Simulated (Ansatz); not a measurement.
Crystal: CS2.

```
S C
1.0
     3.64579   -2.99431    0.00000
     3.64579    2.99431    0.00000
     0.00000    0.00000    9.85126
S C
4 2
Direct
  0.18152 0.81848 0.88687
  0.31848 0.68152 0.38687
  0.68152 0.31848 0.61313
  0.81848 0.18152 0.11313
  0.50000 0.50000 0.50000
  0.00000 0.00000 0.00000
```

The cell comes from a database or a generator and needn't be the stable form of this composition.

Base run:

```yaml
Program: Ansatz 0.2.0
Functional: PBE
Potentials_or_basis: all-electron LAPW, scalar-relativistic
Cutoff: 472 eV
Density_cutoff: 1886 eV
Basis_error_allowed: 0.002 eV/atom
k_mesh: 6 × 6 × 3
Occupations: fermi-dirac, width 0.05 eV
Spin: no spin polarisation
```

Its results: band gap on the k mesh 3.42 eV, direct; pressure 0.4 GPa; largest force 0.227 eV/Å.

Q: The run is repeated on the same cell with these changes: functional from PBE to LDA. What comes out?

A: Band gap on the k mesh 3.32 eV, direct; pressure -1.2 GPa; largest force 0.252 eV/Å.

LDA binds more tightly than PBE, so the same cell stands under less pressure.

Not every run made on this cell is shown here.
